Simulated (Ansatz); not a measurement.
**CH₃FO₂Si: one species, many methods**

The task here is to estimate one member of a computed series from the others.

Program: Ansatz 0.2.0, Gaussian basis. Level of theory: functionals in def2-TZVPP, the program's frozen cores in correlated methods. These are calculated values, not measurements.

The runs, in order: LDA (SPW92), PBE-D4, revPBE-D4, BLYP-D4, r2SCAN-D4, B97M-V, PBE0-D4, B3LYP-D4, r2SCANh-D4, r2SCAN0-D4, HSE06-D4, BHLYP-D4, CAM-B3LYP-D4, LC-ωPBE, ωB97X-V, ωB97M-V, B2PLYP, PBE-QIDH; CCSD(T)/def2-SVP; CCSD(T)/def2-TZVPP; MP2/def2-QZVPP; extrapolation to the limit; RPA on PBE.

## Structure used throughout

An earlier PBE0-D4 in a triple-zeta def2 set relaxation fixed the geometry.

8 atoms, charge 0, spin multiplicity 1.

Atoms are counted from 1 here; the program's logs count them from 0.

Bond lengths: O1–Si2 1.621 Å, O1–H6 0.961 Å, Si2–O3 1.661 Å, Si2–C4 1.810 Å, Si2–H7 1.469 Å, O3–C4 1.441 Å, C4–F5 1.369 Å, C4–H8 1.088 Å. Angles: Si2–O1–H6 117.7°, O1–Si2–O3 120.1°, O1–Si2–C4 122.9°, O1–Si2–H7 107.2°, O3–Si2–C4 48.8°, O3–Si2–H7 117.9°, C4–Si2–H7 127.6°, Si2–O3–C4 71.0°, Si2–C4–O3 60.2°, Si2–C4–F5 118.7°, Si2–C4–H8 131.2°, O3–C4–F5 111.5°, O3–C4–H8 113.1°, F5–C4–H8 108.7°.

Set-up of the first run:

Input file in.yaml:

```yaml
crystal:
  periodic: [false, false, false]
  atoms:
    - {symbol: O, position_ang: [-0.379000, 1.383848, 1.230901]}
    - {symbol: Si, position_ang: [0.574796, 0.391766, 0.373581]}
    - {symbol: O, position_ang: [0.286630, -1.243597, 0.371881]}
    - {symbol: C, position_ang: [-0.058542, -0.705150, -0.918990]}
    - {symbol: F, position_ang: [-1.409066, -0.750952, -1.137623]}
    - {symbol: H, position_ang: [-1.326649, 1.230274, 1.200122]}
    - {symbol: H, position_ang: [1.958141, 0.846546, 0.564729]}
    - {symbol: H, position_ang: [0.445791, -1.209836, -1.740602]}
basis:
  gaussian: {orbitals: def2-TZVPP}
hamiltonian: {xc: lda}
output: {orbitals: {seedname: orbitals}}
```

Run with:

```
$ ansatz run in.yaml --threads 2 --pin off --events-out ev --progress --plain --max-ram 4352MiB
```

Steps of the session up to this table: LDA; PBE-D4 (GGA); revPBE-D4 (GGA); BLYP-D4 (GGA); r2SCAN-D4 (meta-GGA); B97M-V (meta-GGA); B3LYP-D4 (hybrid); r2SCANh-D4 (hybrid); r2SCAN0-D4 (hybrid); HSE06-D4 (hybrid); BHLYP-D4 (hybrid); CAM-B3LYP-D4 (range-separated); LC-ωPBE (range-separated); ωB97X-V (range-separated); ωB97M-V (range-separated); B2PLYP (double hybrid); PBE-QIDH (double hybrid).

One table of the session follows, with a row left open; its other results are not shown here.

| functional | HOMO (eV) | gap (eV) |
| --- | --- | --- |
| LDA (SPW92) | -6.31 | 5.36 |
| PBE-D4 | -6.13 | 5.40 |
| revPBE-D4 | -6.06 | 5.42 |
| BLYP-D4 | -6.05 | 5.37 |
| r2SCAN-D4 | -6.40 | 5.99 |
| B97M-V | -6.48 | 5.92 |
| PBE0-D4 | -7.55 | 7.66 |
| B3LYP-D4 | -7.35 | 7.19 |
| r2SCANh-D4 | -6.93 | 6.81 |
| r2SCAN0-D4 | -7.73 | 8.04 |
| HSE06-D4 | -7.14 | 6.88 |
| BHLYP-D4 | ? | ? |
| CAM-B3LYP-D4 | -9.00 | 10.07 |
| LC-ωPBE | -10.31 | 12.60 |
| ωB97X-V | -9.95 | 12.11 |
| ωB97M-V | -9.83 | 11.68 |

**Question.** Estimate the row for BHLYP-D4.

Worked estimate for «HOMO (eV)». Against the share of exact exchange, BLYP-D4 (0, -6.05), B3LYP-D4 (0.2, -7.35) give a slope of -6.50 per unit share; at 0.5 the line stands at -9.30.

**Answer.** HOMO (eV): -8.92; gap (eV): 9.84. In «HOMO (eV)» the line misses by -0.38.
